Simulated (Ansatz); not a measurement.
# InO4: the cost of one run

Method: DFT PBE, scalar-relativistic, plane waves, PAW, in Ansatz 0.2.0.

**1. The structure to begin with**

It takes space group P4mm (No. 99, tetragonal). The conventional cell has a = 4.229 Å, b = 4.229 Å, c = 19.000 Å, α = 90.00°, β = 90.00°, γ = 90.00°. In (site symmetry 4mm) is surrounded by 6 O at 2.12 to 2.38 Å. Around O (site symmetry 2mm) lie 2 In at 2.12 Å. Around O (site symmetry 4mm) lie 1 In at 2.38 Å. O (site symmetry 4mm) is surrounded by 1 In at 2.35 Å.

Structure file:

```xyz
5
Lattice="4.2289 0.0000 0.0000 0.0000 4.2289 0.0000 0.0000 0.0000 19.0000" Properties=species:S:1:pos:R:3 pbc="T T F"
In    0.0000    0.0000    9.4838
O     0.0000    2.1144    9.5475
O     2.1144    0.0000    9.5475
O     0.0000    0.0000   11.8680
O     0.0000    0.0000    7.1320
```

The cell is invented: species swapped into a sheet modelled on a layer of InO4. Lengths come from tabulated atomic sizes and are only a guess.

It is a sheet, periodic along a and b, with vacuum along c; volumes and pressures of the box carry no meaning, and space groups named for it are those of the box.

**2. A first look at the guess**

Input file input.yaml:

```yaml
crystal:
  lattice:
    - [4.228852, 0.0, 0.0]
    - [0.0, 4.228852, 0.0]
    - [0.0, 0.0, 19.0]
  atoms:
    - { symbol: In, position: [0.0, 0.0, 0.49914743] }
    - { symbol: O, position: [0.0, 0.5, 0.50249954] }
    - { symbol: O, position: [0.5, 0.0, 0.50249954] }
    - { symbol: O, position: [0.0, 0.0, 0.62462929] }
    - { symbol: O, position: [0.0, 0.0, 0.37537071] }
  periodic: [true, true, false]
basis:
  ecutwfc: 420
kpoints:
  mp_grid: { grid: [4, 4, 1] }
hamiltonian:
  xc: pbe
scf:
  occupations: { method: gaussian, width: 0.1 }
  lower_state_search: "off"
output:
  forces: true
  stress: true
  eigenvalues: true
```

Launch:

```
> ansatz run input.yaml --threads 1 --pin off --max-ram 2048MiB --backend cpu --events-out ev --progress --plain --runs-dir out
```

Q: Estimate wall time and peak memory on 1 thread of Arm Neoverse V2, shared host.

About 7.7 s, with a peak of 0.53 GiB.
